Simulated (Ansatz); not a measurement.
**CH5FSSiZn: small, medium and large basis sets**

One table from this session's results is given with a row withheld; the runs are named, their logs left out.

Computed with Ansatz 0.2.0, Gaussian basis. Level: one geometry, several basis sets.

The runs, in order: PBE0-D4/def2-SVP; ωB97M-V/def2-SVP; PBE0-D4/def2-QZVPP; ωB97M-V/def2-QZVPP; the functionals' def2-TZVPP values are taken from earlier runs.

## The geometry

An earlier PBE0-D4 in a triple-zeta def2 set relaxation fixed the geometry.

SMILES `C[SiH2][S][Zn][F]`, 10 atoms, charge 0, spin multiplicity 1.

Atoms are counted from 1 here; the program's logs count them from 0.

Bond lengths: C1–Si2 1.866 Å, C1–H6 1.094 Å, C1–H7 1.092 Å, C1–H8 1.094 Å, Si2–S3 2.146 Å, Si2–H9 1.488 Å, Si2–H10 1.485 Å, S3–Zn4 2.135 Å, Zn4–F5 1.748 Å. Angles: Si2–C1–H6 111.5°, Si2–C1–H7 110.7°, Si2–C1–H8 110.1°, H6–C1–H7 108.3°, H6–C1–H8 107.7°, H7–C1–H8 108.5°, C1–Si2–S3 112.7°, C1–Si2–H9 109.6°, C1–Si2–H10 110.9°, S3–Si2–H9 110.3°, S3–Si2–H10 104.4°, H9–Si2–H10 108.8°, Si2–S3–Zn4 98.3°, S3–Zn4–F5 179.4°.

Set-up of the first run:

The input, in.yaml:

```yaml
crystal:
  periodic: [false, false, false]
  atoms:
    - {symbol: C, position_ang: [-1.218948, -0.138008, 0.618241]}
    - {symbol: Si, position_ang: [0.254281, -1.096795, -0.007182]}
    - {symbol: S, position_ang: [2.108336, -0.062240, 0.308272]}
    - {symbol: Zn, position_ang: [1.659774, 1.717495, -0.783140]}
    - {symbol: F, position_ang: [1.296592, 3.184194, -1.662320]}
    - {symbol: H, position_ang: [-1.366815, 0.785368, 0.051432]}
    - {symbol: H, position_ang: [-1.090727, 0.123307, 1.670595]}
    - {symbol: H, position_ang: [-2.128044, -0.737695, 0.518334]}
    - {symbol: H, position_ang: [0.074085, -1.403871, -1.451624]}
    - {symbol: H, position_ang: [0.411475, -2.371756, 0.737393]}
basis:
  gaussian: {orbitals: def2-SVP}
hamiltonian: {xc: pbe0, dispersion: d4}
output: {orbitals: {seedname: orbitals}}
```

Command:

```bash
$ ansatz run in.yaml --threads 4 --pin off --events-out ev --progress --plain --max-ram 10444MiB
```

Steps of the session up to this table: PBE0-D4 in def2-SVP; ωB97M-V in def2-SVP; PBE0-D4 in def2-QZVPP; ωB97M-V in def2-QZVPP.

One table of the session follows, with a row left open; its other results are not shown here.

It belongs to the step «Functionals by basis». 

```
functional       basis  HOMO (eV)
   PBE0-D4    def2-SVP          ?
   PBE0-D4  def2-TZVPP      -7.64
   PBE0-D4  def2-QZVPP      -7.64
   ωB97M-V    def2-SVP      -9.55
   ωB97M-V  def2-TZVPP      -9.79
   ωB97M-V  def2-QZVPP      -9.79
```

Q: Estimate the row for PBE0-D4, def2-SVP from the others.

As computed: HOMO (eV): -7.45. In the column «HOMO (eV)» it is the highest.
